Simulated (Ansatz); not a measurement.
**LuH2: a relaxation**

Wanted: a converged relaxation for LuH2, and a check of what comes out. The structure is shown as the input types it.

Program: Ansatz 0.2.0. Level of theory: DFT, PBEsol, PAW with Ansatz's default frozen-core files, scalar-relativistic; relaxation of cell and atoms. These are calculated values, not measurements.

## 1. Starting point

The structure is cubic, space group Fm-3m (No. 225). The conventional cell has a = 5.033 Å, b = 5.033 Å, c = 5.033 Å, α = 90.00°, β = 90.00°, γ = 90.00°. Around Lu (site symmetry m-3m) lie 8 H at 2.18 Å. H (site symmetry -43m) is surrounded by 4 Lu at 2.18 Å.

Structure file:

```
CELL_PARAMETERS angstrom
0.00000 2.51650 2.51650
2.51650 0.00000 2.51650
2.51650 2.51650 0.00000
ATOMIC_POSITIONS crystal
Lu 0.00000 0.00000 0.00000
H 0.25000 0.25000 0.25000
H 0.75000 0.75000 0.75000
```

## 2. Running it

Contents of input.yaml:

```yaml
crystal:
  lattice:
    - [0.0, 2.5165, 2.5165]
    - [2.5165, 0.0, 2.5165]
    - [2.5165, 2.5165, 0.0]
  atoms:
    - { symbol: Lu, position: [0.0, 0.0, 0.0] }
    - { symbol: H, position: [0.25, 0.25, 0.25] }
    - { symbol: H, position: [0.75, 0.75, 0.75] }
kpoints:
  mp_grid: { grid: [12, 11, 13] }
scf:
  occupations: { method: fermi_dirac, width: 0.05 }
  max_iter: 75
hamiltonian:
  xc: pbesol
  pseudopotentials: { kind: paw }
relax:
  f_tol: 0.002
  max_steps: 80
  cell: {}
output:
  forces: true
  stress: true
```

Launch:

```sh
> ansatz run input.yaml --threads 2 --pin off --max-ram 6144MiB --backend cpu --events-out ev --progress --plain --runs-dir out
```

**Question.** How will this run end, and is anything wrong with its input?

The run converged and reported no error, with warnings (symmetry narrowed by mesh). Its log warns: «crystal.symmetry: narrowed to the stabiliser of the k-point mesh — unitary ops 48 → 2; excluded 46 operations that carry a point of the 12×11×13 mesh (shift [0, 0 ...»

In the input, kpoints.mp_grid.grid is [12, 11, 13]. The risk: uneven k-mesh. It still converged here, which does not make the setting sound.

The test: set kpoints.mp_grid.grid to [12, 12, 12].
